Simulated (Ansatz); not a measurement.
C2H4OSeSi, SMILES O=C([SiH3])C=[Se], a geometry optimisation

Program: Ansatz 0.2.0, Python API.

Typed at the interpreter:
```pycon
>>> import itertools
>>> import ansatz as az
>>> from ase.data import atomic_numbers, covalent_radii
>>> import numpy as np
>>> molecule = (
...     az.Crystal.molecule()
...     .atom('O', [-0.7803, -1.8827, 0.2342])
...     .atom('C', [-0.4878, -0.6359, 0.1058])
...     .atom('Si', [1.2598, -0.2013, -0.108])
...     .atom('C', [-1.4195, 0.4316, 0.0831])
...     .atom('Se', [-1.3087, 2.2729, -0.1138])
...     .atom('H', [1.6186, -0.117, -1.5274])
...     .atom('H', [2.15, -1.2302, 0.5522])
...     .atom('H', [1.5966, 1.1174, 0.5269])
...     .atom('H', [-2.5402, 0.1988, 0.2299])
... )
>>> calculation = (
...     molecule.calculation()
...     .basis(gaussian='def2-SVP')
...     .functional('cam_b3lyp')
...     .accuracy('medium')
... )
>>> symbols = [site.symbol for site in molecule.cartesian_sites]
>>> start = np.array([site.position_ang for site in molecule.cartesian_sites], dtype=float)
>>> def progress(event):
...     if event['event'] == 'relax_step':
...         row = event['data']
...         print(f'step {row["step"]:3d}  E = {row["lagrangian_ev"]:.6f} eV  largest force component {row["allowed_force_max_ev_ang"]:.4f} eV/A')
...
>>> r = calculation.relax(force_tolerance=0.005, max_steps=100).session().plan().execute(on_event=progress).report
step   1  E = -77398.580407 eV  largest force component 4.9395 eV/A
step   2  E = -77399.380461 eV  largest force component 2.2262 eV/A
step   3  E = -77399.454561 eV  largest force component 1.2068 eV/A
step   4  E = -77399.488710 eV  largest force component 0.7088 eV/A
step   5  E = -77399.483103 eV  largest force component 1.9747 eV/A
step   6  E = -77399.535532 eV  largest force component 0.3248 eV/A
step   7  E = -77399.540883 eV  largest force component 0.1696 eV/A
step   8  E = -77399.544694 eV  largest force component 0.1211 eV/A
step   9  E = -77399.544485 eV  largest force component 0.3333 eV/A
step  10  E = -77399.546296 eV  largest force component 0.0528 eV/A
step  11  E = -77399.548880 eV  largest force component 0.0714 eV/A
step  12  E = -77399.546542 eV  largest force component 0.6070 eV/A
step  13  E = -77399.550344 eV  largest force component 0.0127 eV/A
step  14  E = -77399.550527 eV  largest force component 0.1652 eV/A
step  15  E = -77399.550005 eV  largest force component 0.1545 eV/A
step  16  E = -77399.550875 eV  largest force component 0.0019 eV/A
>>> end = np.array(r['positions_ang'])
>>> for key in ('converged', 'free_energy_ev', 'reference_energy_ev', 'n_frozen', 'n_occupied', 'n_virtual'):
...     print(f'{key:22s} {r[key]}')
...
converged              True
free_energy_ev         -77399.5509928993
reference_energy_ev    -77399.5509928993
n_frozen               0
n_occupied             [36, 36]
n_virtual              [76, 76]
>>> # pairs closer than 1.2 times the sum of covalent radii, before or after
>>> radius = [covalent_radii[atomic_numbers[s]] for s in symbols]
>>> span = lambda where, i, j: np.linalg.norm(where[i] - where[j])
>>> bonded = [(i, j) for i, j in itertools.combinations(range(len(symbols)), 2) if min(span(start, i, j), span(end, i, j)) < 1.2 * (radius[i] + radius[j])]
>>> print('pair        before    after (A)')
pair        before    after (A)
>>> for i, j in bonded:
...     print(f'{symbols[i]}{i}-{symbols[j]}{j}'.ljust(10), f'{span(start, i, j):8.4f} {span(end, i, j):8.4f}')
...
O0-C1        1.2871   1.2118
C1-Si2       1.8135   1.9447
C1-C3        1.4171   1.4995
Si2-H5       1.4665   1.4858
Si2-H6       1.5123   1.4843
Si2-H7       1.5018   1.4858
C3-Se4       1.8551   1.7445
C3-H8        1.1540   1.0991
```

Reading the output:
- The settings weren't tested for convergence.
- The end point is the stationary point reached from this start; no frequency run checks that it is a minimum, and the basis set is modest.
- Wall time of the script: 2.3 min on 1 thread of Arm Neoverse V1, on a shared host, peak memory 0.4 GiB.
